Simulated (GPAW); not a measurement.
**SnH2Cl2 (SMILES [Cl][SnH2][Cl]): levels of theory compared**

Wanted: a comparison of 3 runs (PBE/real-space grid, vdW-DF/dz(dzp), PBE/dzp) of SnH2Cl2. Input form: an ASE script.

The calculation is run with GPAW 26.7.0.

3 further runs of the same task are left out: 2 that didn't finish, 1 set aside as unsound or not needed.

### Step 1. Starting point

SnH2Cl2: 5 atoms, total charge 0, spin state singlet. SMILES: `[Cl][SnH2][Cl]`. Geometry: relaxed at PBE0-D4/def2-TZVP.

Bond lengths: Cl1–Sn2 2.316 Å, Sn2–Cl3 2.316 Å, Sn2–H4 1.695 Å, Sn2–H5 1.695 Å. Angles: Cl1–Sn2–Cl3 106.5°, Cl1–Sn2–H4 107.8°, Cl1–Sn2–H5 107.8°, Cl3–Sn2–H4 107.8°, Cl3–Sn2–H5 107.8°, H4–Sn2–H5 118.6°.

### Step 2. The charge distribution at PBE/real-space grid (scalar-relativistic datasets) (run 1)

Input file cl2h2sn.sdf:

```

     RDKit          3D

  5  4  0  0  0  0  0  0  0  0999 V2000
   -1.7953   -0.3262    1.2065 Cl  0  0  0  0  0  0  0  0  0  0  0  0
    0.1924   -0.1029    0.0386 Sn  0  0  0  0  0  4  0  0  0  0  0  0
   -0.2504    1.2955   -1.7539 Cl  0  0  0  0  0  0  0  0  0  0  0  0
    0.6022   -1.6263   -0.5821 H   0  0  0  0  0  0  0  0  0  0  0  0
    1.3010    0.6863    1.0494 H   0  0  0  0  0  0  0  0  0  0  0  0
  2  1  1  0
  3  2  1  0
  4  2  1  0
  5  2  1  0
M  END
$$$$
```

Input file cl2h2sn_sp.py:

```python
import numpy as np
from ase.io import read
from ase.units import Debye
from gpaw import GPAW

# Geometry
mol = read('cl2h2sn.sdf')
mol.center(vacuum=4.5)

# Ground state
calc = GPAW(mode='fd', xc='PBE', maxiter=150, h=0.18, txt='-')
mol.calc = calc

energy = mol.get_potential_energy()
print(f'Energy: {energy:.5f} eV')
forces = mol.get_forces()
print('Forces (eV/Ang)')
for symbol, f in zip(mol.symbols, forces):
    print(f'{symbol:2} {f[0]:9.4f} {f[1]:9.4f} {f[2]:9.4f}')
dipole = mol.get_dipole_moment() / Debye
print(f'Dipole: {np.linalg.norm(dipole):.3f} D')
homo, lumo = calc.get_homo_lumo()
print(f'HOMO = {homo:.3f} eV')
print(f'LUMO: {lumo:.3f} eV')
print(f'Gap: {lumo - homo:.3f} eV')
```

Run with:

```bash
$ python cl2h2sn_sp.py > cl2h2sn_sp.log
```

Log:

```text
[...]
Number of symmetries: 1
[...]
  Number of IBZ points: 1
[...]
Spin-components: 1 (collinear spins)
Bands:           19
[...]
  Valence electrons: 30.0
[...]
  Grid points: [68 68 68]
  Charge: 0.0  # |e|
[...]
    cutoffs:
[...]
occupation numbers:
  # Zero width
[...]
xc functional:
  name: PBE with 2 nearest neighbor stencil
[...]
|iter     |     time |      energy | eigst |  dens |
[...]
|iter:   1| 00:00:03 |  -17.046310 | +0.60 |       |
[...]
|iter:  15| 00:00:26 |  -16.215327c| -7.51c| -6.07c|
Converged in 15 steps
[...]
Energy contributions relative to reference atoms: (reference = -193145.572423)
Energy contributions:
  Kinetic:          22.891854
  Coulomb:         -24.149061
  Zero:              0.230923
  External:          0.000000
  Xc:              -15.189042
  Entropy:           0.000000
  Spinorbit:         0.000000
  ----------------------------
  Free energy:     -16.215327
  Extrapolated:    -16.215327
dipole moment: (0.460194, -0.222313, 0.118492)  # |e|*Ang
Fermi level: -5.003
[...]
Gap: 5.240 eV
Transition (v -> c):
[...]
Forces (eV/Ang)
Cl   -0.3197   -0.0341    0.1827
Sn    0.2053   -0.0903    0.0694
Cl   -0.0694    0.2047   -0.2697
H     0.0434   -0.1985   -0.0833
H     0.1404    0.0985    0.1286
Dipole: 2.520 D
HOMO = -7.623 eV
LUMO: -2.382 eV
Gap: 5.240 eV
```

Wall time 26 s (1 thread of Arm Neoverse V2, shared host); peak memory 0.9 GiB.

### Step 3. Energy and one-electron properties at vdW-DF/dz(dzp) (scalar-relativistic datasets) (run 2)

Input file run.py:

```python
import numpy as np
from ase import Atoms
from ase.units import Debye
from gpaw import GPAW
from gpaw.utilities.adjust_cell import adjust_cell

# Structure
molecule = Atoms(["Cl", "Sn", "Cl", "H", "H"],
    positions=[[ -1.795300,  -0.326200,   1.206500],
               [  0.192400,  -0.102900,   0.038600],
               [ -0.250400,   1.295500,  -1.753900],
               [  0.602200,  -1.626300,  -0.582100],
               [  1.301000,   0.686300,   1.049400]])
adjust_cell(molecule, 5.0, h=0.18)

# GPAW settings
calculator = GPAW(mode="lcao",
                  maxiter=100,
                  h=0.18,
                  poissonsolver={"name": "MomentCorrectionPoissonSolver", "poissonsolver": "fast", "moment_corrections": 4},
                  basis="dz(dzp)",
                  xc={"name": "vdW-DF", "backend": "libvdwxc"},
                  txt="-")
molecule.calc = calculator

energy = molecule.get_potential_energy()
print(f"Energy: {energy:.5f} eV")
forces = molecule.get_forces()
print("Forces (eV/Ang)")
for symbol, f in zip(molecule.symbols, forces):
    print(f'{symbol:2} {f[0]:9.4f} {f[1]:9.4f} {f[2]:9.4f}')
dipole = molecule.get_dipole_moment() / Debye
print(f"Dipole: {np.linalg.norm(dipole):.3f} D")
homo, lumo = calculator.get_homo_lumo()
print(f"HOMO: {homo:.3f} eV")
print(f"LUMO                    {lumo:.3f} eV")
print(f"Gap: {lumo - homo:.3f} eV")
```

Run with:

```bash
$ python run.py
```

Log:

```text
[...]
Number of symmetries: 1
[...]
  Number of IBZ points: 1
[...]
basis functions: 38
Spin-components: 1 (collinear spins)
Bands:           19
[...]
  Valence electrons: 30.0
[...]
  Grid points: [76 72 76]
  Charge: 0.0  # |e|
[...]
    cutoffs:
[...]
occupation numbers:
  # Zero width
[...]
xc functional:
  name: vdW-DF with libvdwxc
[...]
|iter     |     time |      energy | eigst |  dens |
[...]
|iter:   1| 00:00:20 | -104.058674 |      c|       |
[...]
|iter:   8| 00:00:48 | -102.715400c|      c| -4.22c|
Converged in 8 steps
[...]
Energy contributions relative to reference atoms: (reference = -193158.116468)
Energy contributions:
  Kinetic:          58.850217
  Coulomb:         -54.230708
  Zero:              0.172459
  External:          0.000000
  Xc:             -107.507368
  Entropy:           0.000000
  Spinorbit:         0.000000
  ----------------------------
  Free energy:    -102.715400
  Extrapolated:   -102.715400
dipole moment: (0.525939, -0.254128, 0.135285)  # |e|*Ang
Fermi level: -4.888
[...]
Gap: 5.153 eV
Transition (v -> c):
[...]
Forces (eV/Ang)
Cl   -1.3712   -0.1820    0.8311
Sn    0.9380   -0.4516    0.2407
Cl   -0.2695    0.9636   -1.2487
H     0.2242   -0.5737   -0.1961
H     0.4853    0.2345    0.3791
Dipole: 2.880 D
HOMO: -7.465 eV
LUMO                    -2.312 eV
Gap: 5.153 eV
```

Run time: 49 s. Hardware: 1 thread of Arm Neoverse V2, shared host; peak memory 2.5 GiB.

### Step 4. The charge distribution at PBE/dzp (scalar-relativistic datasets) (run 3)

Input file Cl2H2Sn.xyz:

```xyz
5

Cl    -1.795300    -0.326200     1.206500
Sn     0.192400    -0.102900     0.038600
Cl    -0.250400     1.295500    -1.753900
H      0.602200    -1.626300    -0.582100
H      1.301000     0.686300     1.049400
```

Input file run.py:

```python
import numpy as np
from ase.io import read
from ase.units import Debye
from gpaw import GPAW

atoms = read('Cl2H2Sn.xyz')
atoms.center(vacuum=4.5)

dft = GPAW(mode='lcao', basis='dzp', h=0.18, xc='PBE', maxiter=150, txt='-')
atoms.calc = dft

energy = atoms.get_potential_energy()
print(f'Energy: {energy:.5f} eV')
forces = atoms.get_forces()
print('Forces (eV/Ang)')
for symbol, f in zip(atoms.symbols, forces):
    print(f'{symbol:2} {f[0]:9.4f} {f[1]:9.4f} {f[2]:9.4f}')
dipole = atoms.get_dipole_moment() / Debye
print(f'Dipole = {np.linalg.norm(dipole):.3f} D')
homo, lumo = dft.get_homo_lumo()
print(f'HOMO: {homo:.3f} eV')
print(f'LUMO                    {lumo:.3f} eV')
print(f'Gap = {lumo - homo:.3f} eV')
```

Run with:

```bash
$ python run.py
```

Log:

```text
[...]
Number of symmetries: 1
[...]
  Number of IBZ points: 1
[...]
basis functions: 59
Spin-components: 1 (collinear spins)
Bands:           19
[...]
  Valence electrons: 30.0
[...]
  Grid points: [68 68 68]
  Charge: 0.0  # |e|
[...]
    cutoffs:
[...]
occupation numbers:
  # Zero width
[...]
xc functional:
  name: PBE with 2 nearest neighbor stencil
[...]
|iter     |     time |      energy | eigst |  dens |
[...]
|iter:   1| 00:00:04 |  -15.449356 |      c|       |
[...]
|iter:   8| 00:00:08 |  -14.641336c|      c| -4.21c|
Converged in 8 steps
[...]
Energy contributions relative to reference atoms: (reference = -193145.572423)
Energy contributions:
  Kinetic:          33.276628
  Coulomb:         -31.445615
  Zero:              0.128428
  External:          0.000000
  Xc:              -16.600778
  Entropy:           0.000000
  Spinorbit:         0.000000
  ----------------------------
  Free energy:     -14.641336
  Extrapolated:    -14.641336
dipole moment: (0.435065, -0.210294, 0.111971)  # |e|*Ang
Fermi level: -4.533
[...]
Gap: 5.316 eV
Transition (v -> c):
[...]
Forces (eV/Ang)
Cl   -0.5037   -0.0707    0.3056
Sn    0.2525   -0.1201    0.0663
Cl   -0.0960    0.3416   -0.4558
H     0.1105   -0.2788   -0.0909
H     0.2378    0.1015    0.1858
Dipole = 2.383 D
HOMO: -7.191 eV
LUMO                    -1.876 eV
Gap = 5.316 eV
```

Wall time 9.6 s (1 thread of Arm Neoverse V2, shared host); peak memory 0.76 GiB.

### Step 5. The series

```
run                                               level  mode  vacuum round the molecule   energy (Eh)  dipole moment (D)  HOMO energy (eV)  LUMO energy (eV)  wall time
  1  PBE/real-space grid (scalar-relativistic datasets)    fd                        4.5  -7098.564770               2.52             -7.62             -2.38       26 s
  2       vdW-DF/dz(dzp) (scalar-relativistic datasets)  lcao                          5  -7102.204574               2.88             -7.46             -2.31       49 s
  3              PBE/dzp (scalar-relativistic datasets)  lcao                        4.5  -7098.506927               2.38             -7.19             -1.88      9.6 s
```

### Step 6. Summary of results

| quantity | value |
| --- | --- |
| run 3: energy as printed (from the program's reference atoms) | -14.6413 eV |
| run 3: dipole moment | 2.38 D |
| run 3: HOMO energy | -7.19 eV |
| run 3: LUMO energy | -1.88 eV |
| run 3: HOMO–LUMO gap | 5.32 eV |
| run 3: largest force on an atom | 0.593 eV/Å |

In words: The dipole moment (its size) runs from 2.38 D (PBE/dzp) to 2.88 D (vdW-DF/dz(dzp)). The two ends differ in method and basis. The HOMO–LUMO gap runs from 5.15 eV (vdW-DF/dz(dzp)) to 5.32 eV (PBE/dzp). Totals of different functionals can't be ranked against each other. All runs together took 85 s, the longest 49 s.
